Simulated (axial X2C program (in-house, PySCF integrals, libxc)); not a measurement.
# A two-component session on SbC: EOM-IP-CCSD levels

Aim: EOM-IP-CCSD levels of SbC, with spin–orbit coupling in the Hamiltonian from the start.

Method: two-component X2C with atomic mean-field terms, Sb dyall-acv3z, C dyall-av3z; program: an in-house X2C program for linear molecules on PySCF integrals.

All values are calculated.

### Step 1. Input

task.json

```json
{"zs": [51, 6], "q": 0, "bas": ["dyall-acv3z", "dyall-av3z"], "r0": 2.0, "eom": "ip", "rq": -1, "thr": -2.0, "nmax": 95, "grid": [1, 0.96, 1.045, 0.92, 1.09, 1.15]}
```

Keys: zs atomic numbers; q charge; bas basis sets; r0 starting distance in Å; eom kind of EOM run; thr threshold in hartree for freezing inner shells (an s shell follows its p shell); nmax most natural virtual spinors; grid distances as factors.

Command:

```
python soeom.py task.json out
```

Nuclei are Gaussian, cores are contracted, and the Gaunt term is on.

### Step 2. EOM-IP-CCSD at 1.921 Å

Reference: the closed shell SbC⁻; 20 electrons correlated, 82 virtual spinors; roots sought by Ω: 1/2: 4, 3/2: 3, 5/2: 1.

Output:

```text
two-component X2C + atomic mean field  HF
basis functions 198  fitting functions 1011  grid points 5077
iter        total energy     max residual
   1      -6513.051777547     3.53e-01
   2      -6513.075867947     9.42e-03
   3      -6513.076503600     1.55e-02
   4      -6513.078403911     4.15e-03
   5      -6513.078766385     1.74e-03
   6      -6513.078895053     1.17e-03
   7      -6513.078980636     8.92e-04
   8      -6513.079015659     6.82e-04
   9      -6513.079045662     5.68e-04
  10      -6513.079075715     3.73e-04
  11      -6513.079100503     1.03e-04
  12      -6513.079101843     5.81e-05
  13      -6513.079101992     4.51e-05
  14      -6513.079102110     2.09e-05
  15      -6513.079102141     3.31e-06
  16      -6513.079102143     7.14e-07
converged
one-electron -9124.07118964  Coulomb 2704.95030144  exact exchange -174.47520281  xc functional 0.00000000  nuclear repulsion 84.29371501  atomic mean-field constant -3.77672615
correlated 20  virtual 292  natural virtual 82  E(MP2) -0.787975224  MP2 remainder -0.109732067
iter   CCSD correlation   residual
   1     -0.602372050   2.92e-01
   2     -0.629038189   1.52e-01
   3     -0.635542430   4.28e-02
   4     -0.636172473   2.13e-02
   5     -0.636236266   9.53e-03
   6     -0.636454664   3.56e-03
   7     -0.636438554   1.67e-03
   8     -0.636456278   7.25e-04
   9     -0.636460684   2.95e-04
  10     -0.636457074   1.09e-04
  11     -0.636456965   3.96e-05
  12     -0.636456900   1.86e-05
  13     -0.636456696   1.19e-05
  14     -0.636456910   8.28e-06
  15     -0.636456854   4.88e-06
  16     -0.636456859   2.20e-06
(T) -0.027391479  T1 0.0404  D1 0.1002  max T2 0.109
EOM-IP-CCSD roots
2*Omega      energy/Eh   energy/eV  one-particle weight
    1       0.09863330      2.6839      0.897
    1       0.12629072      3.4365      0.955
    1       0.26456259      7.1991      0.008
    1       0.26937023      7.3299      0.666
    3       0.11862638      3.2280      0.952
    3       0.26159637      7.1184      0.000
    3       0.28869809      7.8559      0.000
    5       0.29200033      7.9457      0.000
```

T1 in the output is the amplitude norm over the root of the electron number; divide by √2 for the Lee–Taylor value.

| Ω | vertical IE (eV) | above lowest (cm⁻¹) | spinor | weight |
| --- | --- | --- | --- | --- |
| 1/2 | 2.684 | 0 | 56% C pσ, 18% Sb pσ, 10% C sσ | 0.90 |
| 3/2 | 3.228 | 4390 | 46% C pπ, 46% Sb pπ | 0.95 |
| 1/2 | 3.437 | 6070 | 57% Sb pπ, 32% C pπ, 6% C dπ | 0.95 |
| 1/2 | 7.330 | 37470 | 34% Sb sσ, 31% Sb pσ, 19% C sσ | 0.67 |

Wall time 21 s (1 thread of Arm Neoverse V1, shared host); peak memory 1.2 GiB.

### Step 3. EOM-IP-CCSD at 1.844 Å

| Ω | vertical IE (eV) | above lowest (cm⁻¹) | spinor | weight |
| --- | --- | --- | --- | --- |
| 1/2 | 2.544 | 0 | 56% C pσ, 17% Sb pσ, 12% C sσ | 0.90 |
| 3/2 | 3.322 | 6280 | 46% Sb pπ, 45% C pπ | 0.95 |
| 1/2 | 3.546 | 8080 | 55% Sb pπ, 35% C pπ, 6% C dπ | 0.95 |
| 1/2 | 7.231 | 37810 | 33% Sb pσ, 32% Sb sσ, 18% C sσ | 0.75 |

Wall time 21 s (1 thread of Arm Neoverse V1, shared host); peak memory 1.2 GiB.

### Step 4. EOM-IP-CCSD at 2.007 Å

| Ω | vertical IE (eV) | above lowest (cm⁻¹) | spinor | weight |
| --- | --- | --- | --- | --- |
| 1/2 | 2.811 | 0 | 54% C pσ, 19% Sb pσ, 9% C sσ | 0.90 |
| 3/2 | 3.132 | 2590 | 48% C pπ, 44% Sb pπ | 0.95 |
| 1/2 | 3.325 | 4150 | 60% Sb pπ, 26% C pπ, 6% C dπ | 0.95 |

Wall time 23 s (1 thread of Arm Neoverse V1, shared host); peak memory 1.2 GiB.

### Step 5. EOM-IP-CCSD at 1.767 Å

| Ω | vertical IE (eV) | above lowest (cm⁻¹) | spinor | weight |
| --- | --- | --- | --- | --- |
| 1/2 | 2.384 | 0 | 56% C pσ, 16% Sb pσ, 12% C sσ | 0.90 |
| 3/2 | 3.433 | 8460 | 46% Sb pπ, 45% C pπ | 0.95 |
| 1/2 | 3.667 | 10350 | 52% Sb pπ, 38% C pπ, 6% C dπ | 0.95 |
| 1/2 | 7.105 | 38080 | 35% Sb pσ, 31% Sb sσ, 17% C sσ | 0.80 |

Run time: 21 s. Hardware: 1 thread of Arm Neoverse V1, shared host; peak memory 1.2 GiB.

### Step 6. EOM-IP-CCSD at 2.094 Å

| Ω | vertical IE (eV) | above lowest (cm⁻¹) | spinor | weight |
| --- | --- | --- | --- | --- |
| 1/2 | 2.899 | 0 | 46% C pσ, 17% Sb pσ, 14% Sb pπ | 0.91 |
| 3/2 | 3.051 | 1230 | 51% C pπ, 41% Sb pπ | 0.95 |
| 1/2 | 3.231 | 2680 | 58% Sb pπ, 18% C pπ, 9% C pσ | 0.95 |

It took 23 s on 1 thread of Arm Neoverse V1, shared host; peak memory 1.2 GiB.

### Step 7. EOM-IP-CCSD at 2.209 Å

| Ω | vertical IE (eV) | above lowest (cm⁻¹) | spinor | weight |
| --- | --- | --- | --- | --- |
| 1/2 | 2.902 | 0 | 50% Sb pπ, 20% C pσ, 13% C pπ | 0.94 |
| 3/2 | 2.941 | 310 | 57% C pπ, 36% Sb pπ | 0.94 |
| 1/2 | 3.188 | 2300 | 34% Sb pπ, 32% C pσ, 16% Sb pσ | 0.92 |

It took 22 s on 1 thread of Arm Neoverse V1, shared host; peak memory 1.2 GiB.

### Step 8. Curves of the states

Energies in eV from the lowest point of the lowest state; states are followed by energy order within each Ω.

| R (Å) | (1)Ω=1/2 | (1)Ω=3/2 | (2)Ω=1/2 |
| --- | --- | --- | --- |
| 1.767 | 0.1783 | 1.2274 | 1.4616 |
| 1.844 | 0.0000 | 0.7780 | 1.0014 |
| 1.921 | 0.0419 | 0.5859 | 0.7945 |
| 2.007 | 0.2580 | 0.5786 | 0.7724 |
| 2.094 | 0.5769 | 0.7293 | 0.9086 |
| 2.209 | 1.0231 | 1.0618 | 1.3087 |

### Step 9. Results

```
                     quantity                            value
       lowest root at 1.921 Å                Ω = 1/2, 2.684 eV
next root led by one particle  Ω = 3/2, about 4390 cm⁻¹ higher
          T1 of the reference                            0.029
```

What this shows: Removing an electron from the reference determinant of SbC⁻ costs 2.68 eV and empties a spinor of 56% C pσ, 18% Sb pσ, 10% C sσ. Errors of 0.1 to 0.3 eV are usual at this size, and roots led by higher excitations are left out, so the list is incomplete, and low states of that kind can be missing. T1 or the largest double amplitude of the reference is raised, which lowers the reliability.
